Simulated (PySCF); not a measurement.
# C2H6GeOSi: the cost of one run

Computed with PySCF 2.14.0, with density-fitted response routines of our own, on a single molecule in the gas phase. Atoms count from 0, in the outputs and in this text.

## Step 1: The starting structure

11 atoms, charge 0, multiplicity 1; geometry from: GFN2-xTB. The atoms were then displaced at random by about 0.01 Å, so the start is not that level's minimum.

Bonds of the start (Å): C0–C1 1.36, C1–Si2 1.86, Si2–Ge3 2.42, Ge3–O4 1.86, O4–C0 1.29, C0–H5 1.12, C1–H6 1.07, Si2–H7 1.45, Si2–H8 1.48, Ge3–H9 1.49, Ge3–H10 1.51.

## Step 2: Geometry optimisation at PBE0-D3(BJ)/def2-SVP

Job settings and geometry (Å):

```
{"job": {"xc": "PBE0", "basis": "def2-SVP", "d3": "d3bj", "grid": 1, "shake": 0.01, "kind": "geom"}, "charge": 0, "multiplicity": 1}
C      0.154610     1.480100     0.080260
C     -1.080870     0.926360    -0.030610
Si    -1.109200    -0.926680    -0.122910
Ge     1.303600    -0.984720     0.029390
O      1.291380     0.871720     0.111670
H      0.240920     2.592520     0.130420
H     -1.940530     1.556740    -0.056050
H     -1.525570    -1.511000    -1.382660
H     -1.695070    -1.621300     1.042030
H      2.277050    -1.149140    -1.088120
H      2.121790    -1.260430     1.270910
```

Started as:

```
> OMP_NUM_THREADS=1 python probes_run.py task.json out
```

The driver reads the jobs from task.json and runs them one after another.

**Question.** How long does this first job take on 1 thread of Arm Neoverse V1, shared host, and how much memory does it need?

About 47 s, with a peak of 0.53 GiB.
